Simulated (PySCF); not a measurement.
# Pb(NH2)2: other functionals and bases at one geometry

An exercise on one series of results from a longer session: the logs are not shown, and one member is left open.

Program: PySCF 2.14.0. Level of theory: several levels, as the steps say, no spin–orbit coupling. These are calculated values, not measurements.

1 further run of the same task is left out (for a known fault of the program).

## The starting structure

7 atoms, charge 0, spin multiplicity 1.

Bond lengths: Pb1–N2 2.139 Å, Pb1–N5 2.139 Å, N2–H3 1.016 Å, N2–H4 1.015 Å, N5–H6 1.016 Å, N5–H7 1.015 Å. Angles: N2–Pb1–N5 93.0°, Pb1–N2–H3 125.0°, Pb1–N2–H4 122.8°, H3–N2–H4 110.6°, Pb1–N5–H6 125.0°, Pb1–N5–H7 122.8°, H6–N5–H7 110.6°.

As a file:

```mol
H4N2Pb
  3D, bonds by distance, orders not assigned

  7  6  0  0  0  0  0  0  0  0999 V2000
    0.0000   -0.0000   -0.1240 Pb  0  0
    1.5347    0.2267    1.3481 N   0  0
    1.3764    0.2946    2.3490 H   0  0
    2.4815    0.5100    1.1170 H   0  0
   -1.5347   -0.2267    1.3481 N   0  0
   -1.3764   -0.2946    2.3490 H   0  0
   -2.4815   -0.5100    1.1170 H   0  0
  1  2  8  0
  1  5  8  0
  2  3  8  0
  2  4  8  0
  5  6  8  0
  5  7  8  0
M  END
```

Formal oxidation states: Pb +2. An earlier session relaxed this geometry at PBE0, Pb def2-SVP with ECP60, N def2-SVP, H def2-SVP (singlet, point group C2).

At PBE0 on the finer grid: E = -304.566552 Eh, HOMO -5.94 eV, LUMO -1.03 eV, Mulliken charge on Pb1 +0.58 e, largest force component 0.009 eV/Å. 

Levels to run: PBE; r2SCAN; PBE0, TZVP. Hardware: 2 threads of Arm Neoverse V1, shared host.

The first run:

Contents of run.py (the lines that set the calculation):

```python
mol = gto.M(atom='''
Pb     0.00000     0.00000    -0.12403
N      1.53474     0.22666     1.34811
H      1.37636     0.29458     2.34903
H      2.48153     0.51000     1.11697
N     -1.53474    -0.22666     1.34811
H     -1.37636    -0.29458     2.34903
H     -2.48153    -0.51000     1.11697''',
    basis={'Pb': 'def2-SVP', 'N': 'def2-SVP', 'H': 'def2-SVP'},
    ecp={'Pb': 'def2-SVP'},
    charge=0, spin=0)
mf = dft.RKS(mol, xc='PBE')
mf.grids.atom_grid = (75, 302)
mf = mf.density_fit()  # fitting sets: Pb def2-universal-JKFIT, N def2-universal-JKFIT, H def2-universal-JKFIT
mf.conv_tol = 1e-08; mf.max_cycle = 55
mf.kernel(dm0)  # dm0: the density of the relaxed state
```

Launch:

```sh
$ OMP_NUM_THREADS=2 python run.py
```

Among the steps run: PBE; r2SCAN; PBE0, TZVP.

One table of the session follows, with a row left open; its other results are not shown here.

```
              level  HOMO (eV)  gap (eV)  charge on Pb1 (e)  dipole (D)  largest force component (eV/Å)
PBE0 (relaxed here)      -5.94      4.92               0.58        0.23                            0.01
                PBE      -4.62      3.00               0.46        0.14                            0.60
             r2SCAN          ?         ?                  ?           ?                               ?
         PBE0, TZVP      -6.21      4.94               0.80        0.71                            0.44
```

Q: Estimate the row for r2SCAN from the others.

The run gave: HOMO (eV): -4.91; gap (eV): 3.35; charge on Pb1 (e): 0.55; dipole (D): 0.03; largest force component (eV/Å): 0.25. In the column «HOMO (eV)» it lies between PBE0 (relaxed here) (-5.94) and PBE (-4.62).

In one basis the HOMO–LUMO gap runs from 3.00 eV (PBE) to 4.92 eV (PBE0). The largest leftover force, 0.60 eV/Å with PBE, stands at a geometry relaxed at another level. Total energies of different levels can't be compared.
